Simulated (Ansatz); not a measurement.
# CH9InSi2: one species, many methods

One table from this session's results is given with a row withheld; the runs are named, their logs left out.

Computed with Ansatz 0.2.0, Gaussian basis. Level: functionals in def2-TZVPP, the program's frozen cores in correlated methods.

Levels to be run: LDA (SPW92), PBE-D4, revPBE-D4, BLYP-D4, r2SCAN-D4, B97M-V, PBE0-D4, B3LYP-D4, r2SCANh-D4, r2SCAN0-D4, HSE06-D4, BHLYP-D4, CAM-B3LYP-D4, LC-ωPBE, ωB97X-V, ωB97M-V, B2PLYP, PBE-QIDH; CCSD(T)/def2-SVP; CCSD(T)/def2-TZVPP; MP2/def2-QZVPP; extrapolation to the limit; RPA on PBE.

1 further run of the same task is left out (for a known fault of the program). Runs told in other sessions of the task aren't counted.

## The relaxed structure

All runs share one geometry, relaxed beforehand with PBE0-D4 in a triple-zeta def2 set. In takes the def2 core potential; no spin-orbit term is included.

SMILES `[SiH3][CH2][InH][SiH3]`, 13 atoms, charge 0, spin multiplicity 1.

Atoms are counted from 1 here; the program's logs count them from 0.

Bond lengths: Si1–C2 1.859 Å, Si1–H5 1.491 Å, Si1–H6 1.490 Å, Si1–H7 1.492 Å, C2–In3 2.167 Å, C2–H8 1.093 Å, C2–H9 1.094 Å, In3–Si4 2.575 Å, In3–H10 1.731 Å, Si4–H11 1.490 Å, Si4–H12 1.491 Å, Si4–H13 1.489 Å. Angles: C2–Si1–H5 110.0°, C2–Si1–H6 113.5°, C2–Si1–H7 110.5°, H5–Si1–H6 107.8°, H5–Si1–H7 107.2°, H6–Si1–H7 107.6°, Si1–C2–In3 111.8°, Si1–C2–H8 110.5°, Si1–C2–H9 108.9°, In3–C2–H8 109.0°, In3–C2–H9 107.9°, H8–C2–H9 108.7°, C2–In3–Si4 119.2°, C2–In3–H10 117.7°, Si4–In3–H10 123.0°, In3–Si4–H11 111.8°, In3–Si4–H12 109.8°, In3–Si4–H13 112.1° and more.

Geometry (Å):

```xyz
13

Si   -0.9706    1.9463   -0.4778
C    -0.1515    1.1891    1.0099
In    1.2680   -0.3495    0.4505
Si    0.3948   -2.6342   -0.3555
H    -1.7023    0.8988   -1.2460
H    -1.9415    3.0240   -0.1361
H     0.0502    2.5335   -1.3932
H     0.3659    1.9548    1.5930
H    -0.9176    0.7264    1.6396
H     2.9521    0.0405    0.5330
H     1.1581   -3.7632    0.2472
H     0.5393   -2.7364   -1.8362
H    -1.0449   -2.8301   -0.0283
```

The first run:

File in.yaml:

```yaml
crystal:
  periodic: [false, false, false]
  atoms:
    - {symbol: Si, position_ang: [-0.970630, 1.946276, -0.477780]}
    - {symbol: C, position_ang: [-0.151543, 1.189141, 1.009919]}
    - {symbol: In, position_ang: [1.268018, -0.349463, 0.450488]}
    - {symbol: Si, position_ang: [0.394771, -2.634197, -0.355543]}
    - {symbol: H, position_ang: [-1.702319, 0.898764, -1.246019]}
    - {symbol: H, position_ang: [-1.941498, 3.023997, -0.136106]}
    - {symbol: H, position_ang: [0.050239, 2.533455, -1.393225]}
    - {symbol: H, position_ang: [0.365927, 1.954800, 1.592980]}
    - {symbol: H, position_ang: [-0.917559, 0.726421, 1.639633]}
    - {symbol: H, position_ang: [2.952109, 0.040471, 0.533009]}
    - {symbol: H, position_ang: [1.158082, -3.763172, 0.247170]}
    - {symbol: H, position_ang: [0.539315, -2.736440, -1.836191]}
    - {symbol: H, position_ang: [-1.044911, -2.830063, -0.028325]}
basis:
  gaussian: {orbitals: def2-TZVPP}
hamiltonian: {xc: lda}
output: {orbitals: {seedname: orbitals}}
```

The run is started by

```
$ ansatz run in.yaml --threads 4 --pin off --events-out ev --progress --plain --max-ram 10444MiB
```

Steps of the session up to this table: LDA; PBE-D4 (GGA); revPBE-D4 (GGA); BLYP-D4 (GGA); r2SCAN-D4 (meta-GGA); B97M-V (meta-GGA); B3LYP-D4 (hybrid); r2SCANh-D4 (hybrid); r2SCAN0-D4 (hybrid); HSE06-D4 (hybrid); BHLYP-D4 (hybrid); CAM-B3LYP-D4 (range-separated); LC-ωPBE (range-separated); ωB97X-V (range-separated); ωB97M-V (range-separated); B2PLYP (double hybrid); PBE-QIDH (double hybrid).

One table of the session follows, with a row left open; its other results are not shown here.

It belongs to the step «Orbital energies across the functionals». 

```
  functional  HOMO (eV)  LUMO (eV)  gap (eV)
 LDA (SPW92)      -6.33      -2.97      3.36
      PBE-D4      -6.19      -2.71      3.48
   revPBE-D4      -6.14      -2.59      3.55
     BLYP-D4      -6.03      -2.65      3.38
   r2SCAN-D4      -6.41      -2.51      3.89
      B97M-V      -6.52      -2.79      3.73
     PBE0-D4      -7.20      -1.99      5.21
    B3LYP-D4      -6.99      -2.24      4.76
  r2SCANh-D4      -6.78      -2.26      4.52
  r2SCAN0-D4      -7.35      -1.88      5.46
    HSE06-D4      -6.82      -2.35      4.47
    BHLYP-D4      -8.09      -1.30      6.78
CAM-B3LYP-D4      -8.40      -1.14      7.25
     LC-ωPBE      -9.69      -0.04      9.65
     ωB97X-V          ?          ?         ?
     ωB97M-V      -9.20      -0.47      8.74
```

**Question.** Estimate the row for ωB97X-V.

The run gave: HOMO (eV): -9.36; LUMO (eV): -0.20; gap (eV): 9.16. In the column «HOMO (eV)» it lies between LC-ωPBE (-9.69) and ωB97M-V (-9.20).
